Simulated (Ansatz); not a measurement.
Runs of Ansatz 0.2.0 on Hf3Be. The structure is tetragonal, space group I4/mmm (No. 139). Conventional cell: a = 4.184 Å, b = 4.184 Å, c = 8.706 Å, α = 90.00°, β = 90.00°, γ = 90.00°. Hf (site symmetry 4/mmm) is surrounded by 4 Be at 2.96 Å and 8 Hf at 3.02 Å. Around Hf (site symmetry -4m2) lie 8 Hf at 2.96 to 3.02 Å and 4 Be at 3.02 Å. Be (site symmetry 4/mmm) is surrounded by 12 Hf at 2.96 to 3.02 Å. The cell comes from a database or a generator and needn't be the stable form of this composition.

| level | gap on the mesh (eV) | pressure (GPa) |
| --- | --- | --- |
| PBE0 | none | 0.2 |
| BLYP | none | (a) |
| revPBE | none | 2.0 |
| LDA | none | -7.9 |
| PBEsol | none | (b) |

Alike in all rows: task projected density of states; potentials or basis Ansatz PAW; no spin polarisation; cell as given; k mesh 5 × 5 × 5; cutoff (eV) 420; smearing fermi-dirac 0.05 eV; the mesh is coarse, so values aren't converged.

Q: Fill in the values left out.

A: (a) 2.9; (b) -4.2.

Caveats: all runs use coarse meshes; the PAW data sets come from PBE, with cores solved anew for the run's functional, which leaves a small shift of forces and pressure; the density of states is complete only up to the lowest level of the last band computed; the thresholds are loose for stress (some runs).

A k mesh can miss the band edges, and the runs leave out spin-orbit coupling on Hf.

A gap of «none» marks a metal or a gap under the smearing width.

Runs at the PBE level aren't shown here.
